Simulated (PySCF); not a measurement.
**C₂H₇BS₂: electronic excitations and core binding energies**

What electronic excitations and core binding energies should C₂H₇BS₂ (`CSBSC`) show?

Computed with PySCF 2.14.0, with density-fitted response routines of our own, on a single molecule in the gas phase. Atoms count from 0, in the outputs and in this text.

## (1) The starting structure

12 atoms, charge 0, multiplicity 1; geometry from: GFN2-xTB.

Bonds of the start (Å): C0–S1 1.83, S1–B2 1.77, B2–S3 1.78, S3–C4 1.82, C0–H5 1.08, C0–H6 1.09, C0–H7 1.09, B2–H8 1.17, C4–H9 1.08, C4–H10 1.09, C4–H11 1.09.

## (2) Ultraviolet spectrum: CAM-B3LYP/def2-SVPD

The job: settings as JSON, then the geometry in Å.

```
{"job": {"kind": "uv", "xc": "CAM-B3LYP", "basis": "def2-SVPD", "nstates": 8, "ntriplets": 3}, "charge": 0, "multiplicity": 1}
C     -2.391224    -0.689016     0.426790
S     -1.686614     0.831769     1.154078
B     -0.016197     0.834922     0.569149
S      0.630043    -0.448142    -0.486641
C      2.351075     0.098122    -0.740926
H     -3.425037    -0.745468     0.749276
H     -1.833612    -1.548745     0.784469
H     -2.331916    -0.630573    -0.655445
H      0.667097     1.721101     0.899707
H      2.817093    -0.628598    -1.398072
H      2.353777     1.079751    -1.203668
H      2.866715     0.124191     0.213717
```

Method: TDDFT CAM-B3LYP/def2-SVPD, vertical, gas phase, core orbitals frozen in the response.

The run is started by

```
> OMP_NUM_THREADS=1 python probes_run.py task.json out
```

This one command runs all jobs of the session in turn.

Standard output:

```text
coarse grid: 10848 points
cycle   1  E = -901.2312039723  dE =  3.979e-01  |g| = 2.060e-01  |ddm| = 4.210e+00
cycle   2  E = -901.2460173609  dE = -1.481e-02  |g| = 1.116e-01  |ddm| = 5.976e-01
cycle   3  E = -901.2493297015  dE = -3.312e-03  |g| = 3.403e-02  |ddm| = 2.306e-01
cycle   4  E = -901.2496880347  dE = -3.583e-04  |g| = 1.130e-02  |ddm| = 6.800e-02
cycle   5  E = -901.2497298949  dE = -4.186e-05  |g| = 2.430e-03  |ddm| = 2.235e-02
cycle   6  E = -901.2497318428  dE = -1.948e-06  |g| = 7.845e-04  |ddm| = 4.697e-03
final grid: 94720 points
cycle   7  E = -901.3418946807  dE = -2.152e-05  |g| = 2.120e-03  |ddm| = 3.610e-02
cycle   8  E = -901.3418951312  dE = -4.505e-07  |g| = 1.823e-03  |ddm| = 7.112e-03
cycle   9  E = -901.3418959608  dE = -8.296e-07  |g| = 1.745e-04  |ddm| = 2.463e-03
cycle  10  E = -901.3418959702  dE = -9.408e-09  |g| = 8.942e-05  |ddm| = 4.649e-04
cycle  11  E = -901.3418959729  dE = -2.665e-09  |g| = 1.710e-05  |ddm| = 1.572e-04
cycle  12  E = -901.3418959730  dE = -1.012e-10  |g| = 6.217e-06  |ddm| = 3.894e-05
converged SCF energy = -901.3418959730

Static polarisability (au): isotropic 82.569, principal 60.701 78.023 108.983

Singlet excitations
state   eV       nm        f      main configurations
  1   5.5279    224.3   0.24807   H->L 0.96
  2   6.1235    202.5   0.00156   H->L+1 0.69, H->L+2 0.09
  3   6.3025    196.7   0.00607   H->L+2 0.56, H-2->L 0.12
  4   6.4710    191.6   0.00016   H-2->L 0.83
  5   6.6969    185.1   0.00188   H->L+3 0.53, H->L+1 0.15
  6   6.8381    181.3   0.03316   H-1->L 0.93
  7   6.9572    178.2   0.00032   H-3->L 0.90
  8   7.2528    170.9   0.05643   H->L+5 0.34, H-1->L+1 0.18, H->L+3 0.14

Triplet excitations (Tamm-Dancoff, eV): 4.4043 5.4638 5.7650
```

Run time: 36 s. Hardware: 1 thread of Arm Neoverse N1, shared host; peak memory 0.73 GiB.

The orbitals next to the gap, with their largest atomic shares:

```csv
orbital,eV,atoms
HOMO−3,-10.35,"S1 35 %, S3 24 %, B2 15 %"
HOMO−2,-9.81,"S3 34 %, S1 26 %, B2 16 %"
HOMO−1,-9.59,"S3 31 %, S1 29 %, B2 20 %"
HOMO,-8.15,"S1 39 %, S3 37 %, B2 9 %"
LUMO,0.40,"B2 41 %, S3 21 %, S1 21 %"
LUMO+1,0.94,"B2 25 %, S3 24 %, S1 15 %"
LUMO+2,1.17,"S3 36 %, S1 20 %, C4 10 %"
```

With each of the 8 states as a Gaussian band of 0.4 eV half-width at 1/e, the curve within the window shown has maxima at 224 nm (ε 10,000), 174 nm (ε 2,900) L/(mol cm). Beyond the last state computed it falls off for lack of states. The curve at chosen wavelengths:

(nm, ε (L/mol/cm)): (164, 1359), (167, 2101), (171, 2784), (174, 2903), (178, 2640), (181, 2270), (185, 1706), (188, 1312), (192, 926), (195, 797), (199, 931), (202, 1362), (206, 2523), (209, 3859), (213, 6061), (216, 7724), (220, 9420), (223, 10011), (227, 9750), (230, 8875), (234, 7156), (237, 5725), (241, 3946), (244, 2836), (248, 1716), (251, 1129)

Further results of this job:

```csv
property,computed
dipole moment (D),1.41
polarisability (Å³),12.24
HOMO–LUMO gap (eV),8.55
−ε(HOMO) (eV),8.15
```

## (3) Core holes by ΔSCF: SCAN, X2C

Same as in step 2 but for these lines:

```diff
@@ -1,2 +1,2 @@
-{"job": {"kind": "uv", "xc": "CAM-B3LYP", "basis": "def2-SVPD", "nstates": 8, "ntriplets": 3}, "charge": 0, "multiplicity": 1}
+{"job": {"kind": "xps"}, "charge": 0, "multiplicity": 1}
 C     -2.391224    -0.689016     0.426790
```

With the program's defaults for keys left out, this is: delta-SCF UKS SCAN, pcX-2 on the ionised atom, pcseg-1 elsewhere, spin-free X2C.

Standard output:

```text
ground state, core basis on atom 0 (C), 144 functions
  cycle   1  E = -903.59823285  |g| = 3.44e-01
  cycle   2  E = -903.59338392  |g| = 3.83e-01
  cycle   3  E = -903.63281802  |g| = 5.58e-02
  cycle   4  E = -903.63359445  |g| = 2.39e-02
  cycle   5  E = -903.63375490  |g| = 6.62e-03
  cycle   6  E = -903.63376920  |g| = 2.56e-03
  cycle   7  E = -903.63376953  |g| = 8.74e-04
  cycle   8  E = -903.63376876  |g| = 1.33e-04
  E(ground) = -903.66678113 Eh
hole in C 1s of atom 0
  cycle   1  E = -892.35795104  |g| = 1.50e+00
  cycle   2  E = -891.18935633  |g| = 2.04e+00
  cycle   3  E = -892.80910075  |g| = 4.50e-01
  cycle   4  E = -892.87654231  |g| = 2.80e-01
  cycle   5  E = -892.92766731  |g| = 8.26e-02
  cycle   6  E = -892.93063331  |g| = 3.21e-02
  cycle   7  E = -892.93125984  |g| = 1.34e-02
  cycle   8  E = -892.93137788  |g| = 3.88e-03
  cycle   9  E = -892.93139062  |g| = 1.45e-03
  cycle  10  E = -892.93139398  |g| = 1.09e-03
  cycle  11  E = -892.93139312  |g| = 3.70e-04
  E(ion) = -892.96526441 Eh   <S^2> = 0.7731   hole on atom = 1.000   binding energy = 291.203 eV
ground state, core basis on atom 1 (S), 155 functions
  cycle   1  E = -903.78172613  |g| = 4.05e-01
  cycle   2  E = -903.78130839  |g| = 5.46e-02
  cycle   3  E = -903.77986958  |g| = 8.83e-02
  cycle   4  E = -903.78217564  |g| = 6.91e-03
  cycle   5  E = -903.78217956  |g| = 4.00e-03
  cycle   6  E = -903.78218172  |g| = 3.57e-04
  E(ground) = -903.80129140 Eh
hole in S 1s of atom 1
  cycle   1  E = -811.54550900  |g| = 5.08e+00
  cycle   2  E = -810.51162254  |g| = 2.65e+00
  cycle   3  E = -806.00372528  |g| = 2.55e+00
  cycle   4  E = -812.66915755  |g| = 4.08e-01
  cycle   5  E = -812.69490287  |g| = 3.48e-01
  cycle   6  E = -812.75871428  |g| = 1.26e-01
  cycle   7  E = -812.76749304  |g| = 4.92e-02
  cycle   8  E = -812.76878610  |g| = 1.24e-02
  cycle   9  E = -812.76886584  |g| = 5.40e-03
  cycle  10  E = -812.76888266  |g| = 8.71e-04
  cycle  11  E = -812.76888183  |g| = 4.25e-04
  E(ion) = -812.77909122 Eh   <S^2> = 0.7515   hole on atom = 1.000   binding energy = 2476.840 eV
hole in S 2p of atom 1
  cycle   1  E = -897.09835823  |g| = 1.52e+00
  cycle   2  E = -896.29882605  |g| = 1.69e+00
  cycle   3  E = -897.31498976  |g| = 5.65e-01
  cycle   4  E = -897.50555787  |g| = 2.51e-01
  cycle   5  E = -897.53677838  |g| = 1.30e-01
  cycle   6  E = -897.54650110  |g| = 3.59e-02
  cycle   7  E = -897.54719489  |g| = 1.05e-02
  cycle   8  E = -897.54725082  |g| = 3.77e-03
  cycle   9  E = -897.54725823  |g| = 1.63e-03
  cycle  10  E = -897.54726121  |g| = 5.31e-04
  cycle  11  E = -897.54726098  |g| = 3.19e-04
  E(ion) = -897.57199034 Eh   <S^2> = 0.7547   hole on atom = 1.001   binding energy = 169.508 eV
  2p3/2 = 168.958 eV   2p1/2 = 170.194 eV
ground state, core basis on atom 2 (B), 144 functions
  cycle   1  E = -903.62678575  |g| = 5.56e-02
  cycle   2  E = -903.62595839  |g| = 6.11e-02
  cycle   3  E = -903.62702455  |g| = 2.23e-02
  cycle   4  E = -903.62718067  |g| = 5.09e-03
  cycle   5  E = -903.62718995  |g| = 9.19e-04
  cycle   6  E = -903.62718874  |g| = 2.95e-04
  E(ground) = -903.66218890 Eh
hole in B 1s of atom 2
  cycle   1  E = -896.00006276  |g| = 1.18e+00
  cycle   2  E = -894.50828671  |g| = 1.98e+00
  cycle   3  E = -896.32287987  |g| = 4.25e-01
  cycle   4  E = -896.39717507  |g| = 2.61e-01
  cycle   5  E = -896.43684955  |g| = 5.36e-02
  cycle   6  E = -896.43771206  |g| = 4.04e-02
  cycle   7  E = -896.43884997  |g| = 2.02e-02
  cycle   8  E = -896.43925368  |g| = 1.01e-02
  cycle   9  E = -896.43935492  |g| = 5.03e-03
  cycle  10  E = -896.43939373  |g| = 2.53e-03
  cycle  11  E = -896.43940570  |g| = 8.08e-04
  cycle  12  E = -896.43940567  |g| = 3.54e-04
  E(ion) = -896.47599824 Eh   <S^2> = 0.8363   hole on atom = 1.000   binding energy = 195.546 eV
```

Run time: 53 s. Hardware: 1 thread of Arm Neoverse N1, shared host; peak memory 0.49 GiB.

The holes in one table. −ε is the ground-state orbital energy:

```csv
hole,stands for,environment,ΔSCF (eV; 2p as the shell's mean),−ε (eV),⟨S²⟩
C1s on C0,"C0, C4",methyl carbon bonded to S,291.20,274.5,0.773
S1s on S1,"S1, S3","sulfur bonded to C, B",2476.84,2414.9,0.751
S2p on S1,"S1, S3","sulfur bonded to C, B",169.37,158.0,0.755
B1s on B2,B2,"boron bonded to 2 S, H",195.55,180.6,0.836
```

Each hole run stands for the others of its class of like atoms.

With the spin-orbit splitting: S1 2p3/2 168.96, 2p1/2 170.19 eV. The table gives each 2p level as the mean over the whole 2p shell (two parts 2p3/2, one part 2p1/2), which differs a little from the single hole in the log.

## (4) Outcome

| quantity | value |
| --- | --- |
| lowest singlet (CAM-B3LYP/def2-SVPD) | 5.53 eV (224 nm), f = 0.248 |
| lowest triplet | 4.40 eV |
| C1s binding energies, SCAN/pcX-2 | C0 291.20 eV |
| S1s binding energies, SCAN/pcX-2 | S1 2476.84 eV |
| S2p binding energies, SCAN/pcX-2 | S1 169.37 eV |
| B1s binding energies, SCAN/pcX-2 | B2 195.55 eV |

The first singlet state (HOMO→LUMO 0.96) lies at 5.53 eV and is bright. The lowest triplet lies 1.12 eV below the lowest singlet (triplets in Tamm-Dancoff, singlets in full TDDFT).
